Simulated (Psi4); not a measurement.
# GeF2 (SMILES [F][Ge][F]): levels of theory compared

Aim: a comparison of 4 runs (B2PLYP/def2-TZVPP, CAM-B3LYP/def2-TZVPP, wB97M-V/def2-TZVPP, wB97X/def2-TZVPP) of GeF2. 

The calculation is run with Psi4 1.11.

1 further run of the same task is left out (set aside as unsound or not needed).

### 1 Starting point

The species is GeF2 (3 atoms), meant as a singlet with charge 0. As SMILES, `[F][Ge][F]`. The Ge1–F2 distance was set to 2.700 Å, away from the relaxed value. At this shape a bond of the SMILES string is far longer than usual.

Bond lengths: Ge1–F3 1.798 Å. A long bond or contact: Ge1–F2 2.700 Å.

### 2 The energy at B2PLYP/def2-TZVPP (density fitting for correlation) (run 1)

Input file f2ge.in:

```
memory 1600 mb

molecule geom {
  0 1
  Ge    -0.653662    -0.002505    -1.426087
  F      1.320810    -0.018750     0.415140
  F     -1.983482     0.032085    -0.216547
  units angstrom
  symmetry c1
}

set {
  basis def2-TZVPP
  puream true
  e_convergence 1e-09
  d_convergence 1e-08
  scf_type pk
  dft_radial_points 99
  dft_spherical_points 590
  num_frozen_docc 11
}

energy("b2plyp")
```

On the command line:

```console
psi4 f2ge.in f2ge.out -n 1
```

f2ge.out:

```text
[...]
  Running in c1 symmetry.
[...]
  Nuclear repulsion =  153.954729170695771
[...]
  Multiplicity = 1
[...]
  Nalpha       = 25
  Nbeta        = 25
[...]
    Number of basis functions: 110
[...]
   @RKS iter   1: -2274.91844528521187   -3.46355e+00   2.49462e-02 ADIIS/DIIS
[...]
   @RKS iter  13: -2276.03750384219074   -9.54969e-12   7.78369e-09 DIIS
[...]
  @RKS Final Energy: -2276.03750384219074
   => Energetics <=
    Nuclear Repulsion Energy =            153.9547291706957708
    One-Electron Energy =               -3479.1511942075026127
    Two-Electron Energy =                1096.7402175312308827
    DFT Exchange-Correlation Energy =     -47.5812563366149277
    Empirical Dispersion Energy =           0.0000000000000000
    VV10 Nonlocal Energy =                  0.0000000000000000
    Total Energy =                      -2276.0375038421907448
[...]
 Multipole Moments:
 ------------------------------------------------------------------------------------
     Multipole            Electronic (a.u.)      Nuclear  (a.u.)        Total (a.u.)
 ------------------------------------------------------------------------------------
 L = 1.  Multiply by 2.5417464519 to convert [e a0] to [Debye]
 Dipole X            :          2.2161418           -0.6237599            1.5923819
 Dipole Y            :         -5.6466073            2.9539206           -2.6926867
 Dipole Z            :          0.0000000           -0.0000000            0.0000000
 Magnitude           :                                                    3.1282970
[...]
```

Run time: 17 s. Hardware: 1 thread of Intel Xeon Platinum 8259CL at 2.50GHz (Skylake/Cascade Lake), shared host; peak memory 0.55 GiB.

### 3 Energy and gradient at CAM-B3LYP/def2-TZVPP (run 2)

Input file input.dat:

```
memory 1600 mb

molecule {
  0 1
  Ge    -0.653662    -0.002505    -1.426087
  F      1.320810    -0.018750     0.415140
  F     -1.983482     0.032085    -0.216547
  symmetry c1
}

set reference rks
set puream true
set e_convergence 1e-09
set d_convergence 1e-08
set scf_type pk
set dft_radial_points 99
set dft_spherical_points 590

energy_value, wavefunction = gradient('cam-b3lyp/def2-TZVPP', return_wfn=True)
oeprop(wavefunction, 'LOWDIN_CHARGES', 'QUADRUPOLE', 'DIPOLE')
```

On the command line:

```console
psi4 -i input.dat -o output.dat -n 1
```

output.dat:

```text
[...]
  Running in c1 symmetry.
[...]
  Nuclear repulsion =  153.954729170695771
[...]
  Multiplicity = 1
[...]
  Nalpha       = 25
  Nbeta        = 25
[...]
    Number of basis functions: 110
[...]
   @RKS iter   1: -2275.59007343431040   -3.07389e+00   2.60556e-02 DIIS/ADIIS
[...]
   @RKS iter  14: -2276.82658433425877   -5.45697e-12   5.06465e-09 DIIS
[...]
  @RKS Final Energy: -2276.82658433425877
   => Energetics <=
    Nuclear Repulsion Energy =            153.9547291706957708
    One-Electron Energy =               -3478.6877789900863718
    Two-Electron Energy =                1125.2545947708115364
    DFT Exchange-Correlation Energy =     -77.3481292856797040
    Empirical Dispersion Energy =           0.0000000000000000
    VV10 Nonlocal Energy =                  0.0000000000000000
    Total Energy =                      -2276.8265843342587686
[...]
  -Total Gradient:
     Atom            X                  Y                   Z
    ------   -----------------  -----------------  -----------------
       1        0.014668163417    -0.073668768425     0.000000000000
       2       -0.043500449373     0.043333345863    -0.000000000000
       3        0.028804597285     0.030385947097     0.000000000000
[...]
```

Wall time 41 s (1 thread of Intel Xeon Platinum 8259CL at 2.50GHz (Skylake/Cascade Lake), shared host); peak memory 0.69 GiB.

### 4 The energy at wB97M-V/def2-TZVPP (run 3)

Input file calc.py:

```python
import psi4

psi4.set_memory('1600 MB')
psi4.set_num_threads(1)
psi4.set_output_file('psi4.out', False)

geom = psi4.geometry("""
0 1
Ge    -0.653662    -0.002505    -1.426087
F      1.320810    -0.018750     0.415140
F     -1.983482     0.032085    -0.216547
symmetry c1
""")

options = {'basis': 'def2-TZVPP', 'reference': 'rks', 'puream': True, 'e_convergence': 1e-09, 'd_convergence': 1e-08, 'scf_type': 'pk', 'dft_radial_points': 99, 'dft_spherical_points': 590}
psi4.set_options(options)

energy_value, wavefunction = psi4.energy("WB97M-V", return_wfn=True)
print(f'total energy {energy_value:.8f} hartree = {energy_value * 27.211386:.5f} eV')
```

On the command line:

```console
python calc.py
```

psi4.out:

```text
[...]
  Running in c1 symmetry.
[...]
  Nuclear repulsion =  153.954729170695771
[...]
  Multiplicity = 1
[...]
  Nalpha       = 25
  Nbeta        = 25
[...]
    Number of basis functions: 110
[...]
   @RKS iter   1: -2275.38460940036475   -3.27802e+00   2.56714e-02 DIIS/ADIIS
[...]
   @RKS iter  13: -2276.58882701570110   -5.27507e-11   8.81195e-09 DIIS
[...]
  @RKS Final Energy: -2276.58882701570110
   => Energetics <=
    Nuclear Repulsion Energy =            153.9547291706957708
    One-Electron Energy =               -3478.7429427459906037
    Two-Electron Energy =                1126.3915439757961394
    DFT Exchange-Correlation Energy =     -78.4046311318059850
    Empirical Dispersion Energy =           0.0000000000000000
    VV10 Nonlocal Energy =                  0.2124737156035521
    Total Energy =                      -2276.5888270157010993
[...]
 Multipole Moments:
 ------------------------------------------------------------------------------------
     Multipole            Electronic (a.u.)      Nuclear  (a.u.)        Total (a.u.)
 ------------------------------------------------------------------------------------
 L = 1.  Multiply by 2.5417464519 to convert [e a0] to [Debye]
 Dipole X            :          2.1621652           -0.6237599            1.5384054
 Dipole Y            :         -5.5061594            2.9539206           -2.5522389
 Dipole Z            :          0.0000000           -0.0000000            0.0000000
 Magnitude           :                                                    2.9800360
[...]
```

The script printed:

```text
total energy -2276.58882702 hartree = -61949.13734 eV
```

Wall time 61 s (1 thread of Intel Xeon Platinum 8259CL at 2.50GHz (Skylake/Cascade Lake), shared host); peak memory 0.69 GiB.

### 5 Energy and gradient at wB97X/def2-TZVPP (run 4)

Input file f2ge.xyz:

```xyz
3
F2Ge
Ge    -0.653662    -0.002505    -1.426087
F      1.320810    -0.018750     0.415140
F     -1.983482     0.032085    -0.216547
```

Input file calc.py:

```python
import psi4

psi4.set_memory(1600000000)
psi4.set_num_threads(1)
psi4.core.set_output_file('f2ge.out', False)

with open('f2ge.xyz') as f:
    atoms = ''.join(f.readlines()[2:])
m = psi4.geometry('0 1\n' + atoms + 'symmetry c1')

psi4.set_options({
    'basis': 'def2-TZVPP',
    'reference': 'rks',
    'puream': True,
    'e_convergence': 1e-09,
    'd_convergence': 1e-08,
    'scf_type': 'pk',
    'dft_radial_points': 99,
    'dft_spherical_points': 590,
})

e, wfn = psi4.gradient('wb97x', return_wfn=True)
psi4.oeprop(wfn, 'MULLIKEN_CHARGES', 'WIBERG_LOWDIN_INDICES', 'QUADRUPOLE', title='WB97X')
print('gradient / Eh bohr^-1')
print(e.np.round(6))
print(f'energy = {wfn.energy():.10f} Eh')
```

On the command line:

```console
python calc.py
```

f2ge.out:

```text
[...]
  Running in c1 symmetry.
[...]
  Nuclear repulsion =  153.954729170695771
[...]
  Multiplicity = 1
[...]
  Nalpha       = 25
  Nbeta        = 25
[...]
    Number of basis functions: 110
[...]
   @RKS iter   1: -2275.51626630614282   -3.23648e+00   2.59864e-02 ADIIS/DIIS
[...]
   @RKS iter  14: -2276.74509551647316   -1.81899e-12   4.01329e-09 DIIS
[...]
  @RKS Final Energy: -2276.74509551647316
   => Energetics <=
    Nuclear Repulsion Energy =            153.9547291706957708
    One-Electron Energy =               -3478.6827782299819773
    Two-Electron Energy =                1125.6360281032134480
    DFT Exchange-Correlation Energy =     -77.6530745604006825
    Empirical Dispersion Energy =           0.0000000000000000
    VV10 Nonlocal Energy =                  0.0000000000000000
    Total Energy =                      -2276.7450955164731567
[...]
  -Total Gradient:
     Atom            X                  Y                   Z
    ------   -----------------  -----------------  -----------------
       1        0.015833396409    -0.074221857922     0.000000000000
       2       -0.044539708788     0.044186391056    -0.000000000000
       3        0.028628323434     0.030058587937    -0.000000000000
[...]
  Mulliken Charges: (a.u.)
   Center  Symbol    Alpha    Beta     Spin     Total
       1    GE    15.52297 15.52297  0.00000  0.95405
       2     F     4.80875  4.80875  0.00000 -0.61750
       3     F     4.66827  4.66827  0.00000 -0.33655
   Total alpha = 25.00000, Total beta = 25.00000, Total charge = -0.00000
  Wiberg Bond Indices using Orthogonal Lowdin Orbitals:
[...]
```

On the terminal:

```text
gradient / Eh bohr^-1
[[ 0.015833 -0.074222  0.      ]
 [-0.04454   0.044186 -0.      ]
 [ 0.028628  0.030059 -0.      ]]
energy = -2276.7450955165 Eh
```

It took 41 s on 1 thread of Intel Xeon Platinum 8259CL at 2.50GHz (Skylake/Cascade Lake), shared host; peak memory 0.69 GiB.

### 6 The series

```csv
run,level,task,fitting correlation,energy (Eh),HOMO energy (eV),LUMO energy (eV),HOMO–LUMO gap (eV),wall time
1,B2PLYP/def2-TZVPP (density fitting for correlation),energy,density fitting,-2276.283250,-9.26,-3.36,5.90,17 s
2,CAM-B3LYP/def2-TZVPP,gradient,–,-2276.826584,-9.25,-3.36,5.89,41 s
3,wB97M-V/def2-TZVPP,energy,–,-2276.588827,-10.14,-2.34,7.80,61 s
4,wB97X/def2-TZVPP,gradient,–,-2276.745096,-10.18,-2.34,7.84,41 s
```

### 7 What came out

| quantity | value |
| --- | --- |
| run 4: total energy | -2276.74510 Eh |
| run 4: dipole moment | 7.65 D |
| run 4: HOMO energy | -10.18 eV |
| run 4: LUMO energy | -2.34 eV |
| run 4: HOMO–LUMO gap | 7.84 eV |
| run 4: largest force on an atom | 3.903 eV/Å |

**Reading.** Over runs 2, 3, 4 the dipole moment (its size) runs from 7.51 D (CAM-B3LYP/def2-TZVPP) to 7.65 D (wB97X/def2-TZVPP). The HOMO–LUMO gap runs from 5.89 eV (CAM-B3LYP/def2-TZVPP) to 7.84 eV (wB97X/def2-TZVPP). Totals of different functionals can't be ranked against each other. All runs together took 2.7 min, the longest 61 s.
